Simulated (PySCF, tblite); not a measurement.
**C6H5OP: geometry, infrared bands and NMR shifts**

What infrared bands and NMR shifts should C6H5OP (`O=Cc1ccccp1`) show?

The runs use tblite 0.8.0 and PySCF 2.14.0, with density-fitted response routines of our own; the level of theory stands in each step. All values are computed, except where a source is named. Atoms count from 0, in the outputs and in this text.

**1. The molecule as given**

13 atoms, charge 0, multiplicity 1; geometry from: force field or distance geometry start.

Bonds of the start (Å): O0–C1 1.28, C1–C2 1.44, C2–C3 1.39, C3–C4 1.36, C4–C5 1.36, C5–C6 1.37, C6–P7 1.76, P7–C2 1.74, C1–H8 1.07, C3–H9 1.10, C4–H10 1.10, C5–H11 1.10, C6–H12 1.08.

**2. Optimising the geometry with GFN2-xTB**

Job settings and geometry (Å):

```
{"job": {"kind": "relax", "xc": "GFN2-xTB", "basis": "xTB"}, "charge": 0, "multiplicity": 1}
O      3.173100     0.434100     0.542300
C      2.488500    -0.481700    -0.039900
C      1.054100    -0.317900    -0.071200
C      0.396000     0.785000     0.456600
C     -0.946000     0.980100     0.456400
C     -1.896400     0.171000    -0.091300
C     -1.662300    -1.019600    -0.728800
P      0.025600    -1.501500    -0.825800
H      3.028300    -1.317300    -0.434600
H      1.044400     1.521700     0.943000
H     -1.308900     1.908400     0.924400
H     -2.950400     0.475900    -0.018800
H     -2.450500    -1.637700    -1.130000
```

On the command line:

```bash
> OMP_NUM_THREADS=1 python probes_run.py task.json out
```

This one command runs all jobs of the session in turn.

**Question.** This job is followed by: GFN2-xTB harmonic vibrations, gas phase; GIAO PBE0/pcSseg-1 NMR shielding, non-relativistic, gas phase. What will the session give for the following? strongest single infrared mode (GFN2-xTB); zero-point energy (GFN2-xTB); 13C shifts against TMS (PBE0/pcSseg-1); 1H shifts against TMS (PBE0/pcSseg-1); 17O shifts against H2O (PBE0/pcSseg-1); 31P shifts against H3PO4 (PBE0/pcSseg-1).

**Answer**, as computed:

| quantity | value |
| --- | --- |
| strongest single infrared mode (GFN2-xTB) | 1736 cm⁻¹, 452 km/mol |
| zero-point energy (GFN2-xTB) | 56.5 kcal/mol |
| 13C shifts against TMS (PBE0/pcSseg-1) | 196.5, 174.6, 165.2, 142.2, 140.3, 135.1 ppm |
| 1H shifts against TMS (PBE0/pcSseg-1) | 10.40, 9.49, 9.17, 8.30, 8.05 ppm |
| 17O shifts against H2O (PBE0/pcSseg-1) | 656.2 ppm |
| 31P shifts against H3PO4 (PBE0/pcSseg-1) | 276.5 ppm |

What this shows: Relaxing lowered the energy by 0.685 eV in 27 steps; the close pair that moved most is O0–C1, from 1.283 to 1.205 Å. All 33 modes are real, so the xTB geometry is a minimum. The strongest single mode, at 1736 cm⁻¹, moves mainly C1 and O0. Unscaled tight-binding wavenumbers are off by several per cent, some by more. Its intensities can rank the bands wrongly. C1 (aldehyde carbonyl carbon) lies farthest downfield among carbon, at 196.5 ppm; low-lying n→π* states of the double bond to the heteroatom give a large paramagnetic term (-252 ppm). H8 (hydrogen on an aldehyde carbonyl carbon) lies farthest downfield among hydrogen, at 10.40 ppm; the formyl region, downfield of aromatic protons. At PBE0/pcSseg-1: The widest tensor belongs to O0: span 1342 ppm, with a paramagnetic part of -720 ppm. NICS(1)zz of -26 ppm above the planar ring from C2 marks a diatropic (aromatic) ring current.
